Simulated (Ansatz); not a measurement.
C2H4OSi, SMILES O=C=C[SiH3], a rigid scan of one bond length

Computed with the Ansatz DFT code, driven from Python.

The cells in order, each with its output:

In [1]:
```python
import ansatz as az
import numpy as np

BASIS = '6-31G*'
XC = 'b3lyp'
DISPERSION = 'd3bj'
```

In [2]:
```python
c2h4osi = (
    az.Crystal.molecule()
    .atom('O', [1.5301, -0.6017, 2.2365])
    .atom('C', [1.154, -0.3831, 1.1086])
    .atom('C', [0.7795, -0.1867, -0.1354])
    .atom('Si', [-0.8205, 0.2564, -0.4895])
    .atom('H', [1.5287, -0.291, -0.9426])
    .atom('H', [-1.2695, 1.5394, 0.1653])
    .atom('H', [-1.0275, 0.4173, -1.9472])
    .atom('H', [-1.7827, -0.8078, -0.0514])
)
```

In [3]:
```python
symbols = [site.symbol for site in c2h4osi.cartesian_sites]
start = np.array([site.position_ang for site in c2h4osi.cartesian_sites])
axis = (start[1] - start[2]) / np.linalg.norm(start[1] - start[2])
moving = [0, 1]
lengths, energies = [1.156, 1.209, 1.261, 1.314, 1.366, 1.419, 1.472, 1.55], []
for length in lengths:
    xyz = start.copy()
    xyz[moving] += (length - np.linalg.norm(start[1] - start[2])) * axis
    point = az.Crystal.molecule()
    for symbol, place in zip(symbols, xyz):
        point = point.atom(symbol, place.tolist())
    job = (
        point.calculation()
        .basis(gaussian=BASIS)  # atom-centred Gaussian functions
        .functional(XC, dispersion=DISPERSION)
    )
    rep = job.run().report
    energies.append(rep['free_energy_ev'])
    print(f'r = {length:6.3f} A  E = {energies[-1]:.5f} eV  <S^2> = {abs(rep["mean_field"]["state"]["spin_squared"]):.3f}')
```
```text
r =  1.156 A  E = -12061.68292 eV  <S^2> = 0.000
r =  1.209 A  E = -12062.32414 eV  <S^2> = 0.000
r =  1.261 A  E = -12062.64577 eV  <S^2> = 0.000
r =  1.314 A  E = -12062.74050 eV  <S^2> = 0.000
r =  1.366 A  E = -12062.66553 eV  <S^2> = 0.000
r =  1.419 A  E = -12062.46627 eV  <S^2> = 0.000
r =  1.472 A  E = -12062.18072 eV  <S^2> = 0.000
r =  1.550 A  E = -12061.66346 eV  <S^2> = 0.000
```

In [4]:
```python
# quartic fit about the minimum
fit = np.polynomial.Polynomial.fit(lengths, np.array(energies) - min(energies), 4).convert()
roots = [r.real for r in fit.deriv().roots() if abs(r.imag) < 1e-9 and fit.deriv(2)(r.real) > 0]
r_e = min(roots, key=lambda r: abs(r - lengths[int(np.argmin(energies))]))
print(f'minimum of the fit at {r_e:.4f} A, force constant {fit.deriv(2)(r_e):.2f} eV/A^2')
```
```text
minimum of the fit at 1.3135 A, force constant 61.70 eV/A^2
```

What to keep in mind:
- Total energies depend on the basis set; only differences at equal settings carry meaning.
- The rest of the molecule is held rigid at a force-field or estimated start geometry, and the basis set is modest; single-reference methods fail as a bond breaks.
- b3lyp holds the VWN-RPA fit, as in Gaussian; the form of ORCA and Turbomole is b3lyp5.
- The orbitals are restricted, so S² is zero by construction.
- It ran for 12 s on 1 thread of Arm Neoverse V2, on a shared host, peak memory 0.2 GiB.
